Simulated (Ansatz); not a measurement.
# Os (Osmium): the cost of one run

Program: Ansatz 0.2.0. Level of theory: DFT PBE, scalar-relativistic, plane waves, PAW. These are calculated values, not measurements.

**1. Starting point**

Symmetry: P6_3/mmc, No. 194, hexagonal system. The conventional cell has a = 2.734 Å, b = 2.734 Å, c = 4.320 Å, α = 90.00°, β = 90.00°, γ = 120.00°. Os (site symmetry -6m2) is surrounded by 12 Os at 2.68 to 2.73 Å.

Coordinates:

```cif
data_structure
_symmetry_space_group_name_H-M 'P6_3/mmc'
_symmetry_Int_Tables_number 194
_cell_length_a 2.7341
_cell_length_b 2.7341
_cell_length_c 4.3197
_cell_angle_alpha 90.000
_cell_angle_beta 90.000
_cell_angle_gamma 120.000
_cell_volume 27.96
loop_
_atom_site_label
_atom_site_type_symbol
_atom_site_symmetry_multiplicity
_atom_site_Wyckoff_symbol
_atom_site_fract_x
_atom_site_fract_y
_atom_site_fract_z
_atom_site_occupancy
Os1 Os 2 c 0.33333 0.66667 0.25000 1
```

The structure comes from the Crystallography Open Database.

(A quick probe on a coarse mesh, which set the mesh and smearing, is not shown.)

**3. Rough relaxation on the coarse mesh**

Contents of input.yaml:

```yaml
crystal:
  lattice:
    - [2.7341, 0.0, 0.0]
    - [-1.36705, 2.3678000565, 0.0]
    - [0.0, 0.0, 4.3197]
  atoms:
    - { symbol: Os, position: [0.3333333333, 0.6666666667, 0.25] }
    - { symbol: Os, position: [0.6666666667, 0.3333333333, 0.75] }
basis:
  ecutwfc: 420
kpoints:
  mp_grid: { grid: [9, 9, 6] }
hamiltonian:
  xc: pbe
scf:
  occupations: { method: gaussian, width: 0.1 }
output:
  forces: true
  stress: true
  eigenvalues: true
relax:
  adjacent_minimum: "off"
  f_tol: 0.05
  max_steps: 80
  cell: { stress_tol: 0.5 }
```

On the command line:

```console
> ansatz run input.yaml --threads 1 --pin off --max-ram 2560MiB --backend cpu --events-out ev --progress --plain --runs-dir out
```

What time and memory should one allow on 1 thread of Arm Neoverse V2, shared host?

About 5.7 s, with a peak of 0.29 GiB.
